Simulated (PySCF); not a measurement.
# H4O4Zn: the cost of one run

The runs use PySCF 2.14.0, with density-fitted response routines of our own; the level of theory stands in each step. All values are computed, except where a source is named. Atoms are numbered from 0 throughout.

## 1. The starting structure

9 atoms, charge -2, multiplicity 1; geometry from: GFN2-xTB. The atoms were then displaced at random by about 0.01 Å, so the start is not that level's minimum.

Bonds of the start (Å): O0–Zn1 2.04, Zn1–O2 2.02, Zn1–O3 2.00, Zn1–O4 2.03, O0–H5 0.98, O2–H6 0.94, O3–H7 0.96, O4–H8 0.94.

## 2. Relaxing the molecule at PBE0-D3(BJ)/def2-SVP

What the job is given:

```
{"job": {"xc": "PBE0", "basis": "def2-SVP", "d3": "d3bj", "grid": 1, "shake": 0.01, "kind": "geom"}, "charge": -2, "multiplicity": 1}
O     -0.293950    -0.713450     1.877930
Zn    -0.011600     0.002120    -0.012030
O      1.666950    -0.526070    -1.007260
O     -1.487020    -0.791700    -1.105180
O      0.134340     2.014960     0.190790
H     -0.170380     0.145360     2.328660
H      1.287430    -1.126230    -1.622110
H     -1.990290    -1.165350    -0.372070
H      0.922330     2.143210    -0.312460
```

On the command line:

```sh
$ OMP_NUM_THREADS=1 python probes_run.py task.json out
```

One launch serves the whole session: the jobs run in the order shown.

**Question.** How long does this first job take on 1 thread of AMD EPYC, shared host, and how much memory does it need?

About 73 s, with a peak of 0.45 GiB.
